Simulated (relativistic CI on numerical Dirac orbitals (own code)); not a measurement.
**Ce²⁺: 4s photoemission multiplets**

Wanted: the shape of the 4s photoemission spectrum of Ce²⁺ in 3 surroundings, from the same atomic integrals.

Method: Dirac-Coulomb-Breit CI, KLI orbitals optimised for each configuration, model QED (radiative potential, 1s self-energy scaled to tabulated hydrogen-like ionisation energies), multiplet model of photoemission in the sudden approximation in a parametric crystal field. Code: relativistic CI on numerical Dirac orbitals (own code) version 1.

## Step 1: Starting point

```
ion            : Ce²⁺ (Ce III)
nuclear charge : 58
electrons      : 56
configurations : [Xe] 4f2 → [Ar] 3d10 4s 4p6 4d10 4f2 5s2 5p6
temperature    : 300 K
widths         : Lorentz 3 eV, Gauss 0.7 eV
surrounding 1  : D3d, B20 = 790, B40 = -620, B43 = 590, B60 = 460, B63 = -220, B66 = 310 cm⁻¹
surrounding 2  : Oh, B40 = 1580, B60 = 210 cm⁻¹
surrounding 3  : D4h, B20 = 280, B40 = 1040, B44 = -480, B60 = 390, B64 = -570 cm⁻¹
```

## Step 2: Surrounding 1: D3d, B20 = 790, B40 = -620, B43 = 590, B60 = 460, B63 = -220, B66 = 310

Input settings:

```ini
atom Ce  Z=58  charge=2  electrons=56
nucleus A=140  rms_radius_fm=4.8771
hamiltonian dirac-coulomb  breit=on  qed=on  c_scale=1
orbitals kli  potential=per-configuration
slater_scale 1
correlation none
mixing on
configurations
  [Xe] 4f2
  [Ar] 3d10 4s 4p6 4d10 4f2 5s2 5p6
end
photoemission 4s T=300 lorentz=3 gauss=0.7
crystal_field D3d B20=790 B40=-620 B43=590 B60=460 B63=-220 B66=310
```

## Step 3: Surrounding 2: Oh, B40 = 1580, B60 = 210

Settings: those of step 2 with these lines changed.

```diff
@@ -12,2 +12,2 @@
 photoemission 4s T=300 lorentz=3 gauss=0.7
-crystal_field D3d B20=790 B40=-620 B43=590 B60=460 B63=-220 B66=310
+crystal_field Oh B40=1580 B60=210
```

## Step 4: Surrounding 3: D4h, B20 = 280, B40 = 1040, B44 = -480, B60 = 390, B64 = -570

Settings: those of step 3 with these lines changed.

```diff
@@ -12,2 +12,2 @@
 photoemission 4s T=300 lorentz=3 gauss=0.7
-crystal_field Oh B40=1580 B60=210
+crystal_field D4h B20=280 B40=1040 B44=-480 B60=390 B64=-570
```

(Steps that only read results are left out.)

Q: Predict the outcome of this session. Wanted: highest peak, first run; ground spin.

The runs gave:

| surrounding | ground S | centroid (eV) | spread (eV) | up to four highest peaks (% of the highest), eV |
| --- | --- | --- | --- | --- |
| 1: D3d | 0.99 | 314.43 | 1.90 | 313.0 (100), 317.0 (56) |
| 2: Oh | 0.99 | 314.43 | 1.90 | 313.0 (100), 317.0 (56) |
| 3: D4h | 0.99 | 314.43 | 1.90 | 313.0 (100), 317.0 (56) |

```
                           quantity     value
            highest peak, first run  313.0 eV
ground spin (effective S from ⟨S²⟩)      0.99
```

In words: The highest peak stays in place, within the step of the energy grid, in all surroundings. Energies are those of the free ion without screening by ligands; binding energies in solids differ by tens of eV. The exchange splitting of an s hole comes out too large without intra-shell correlation.
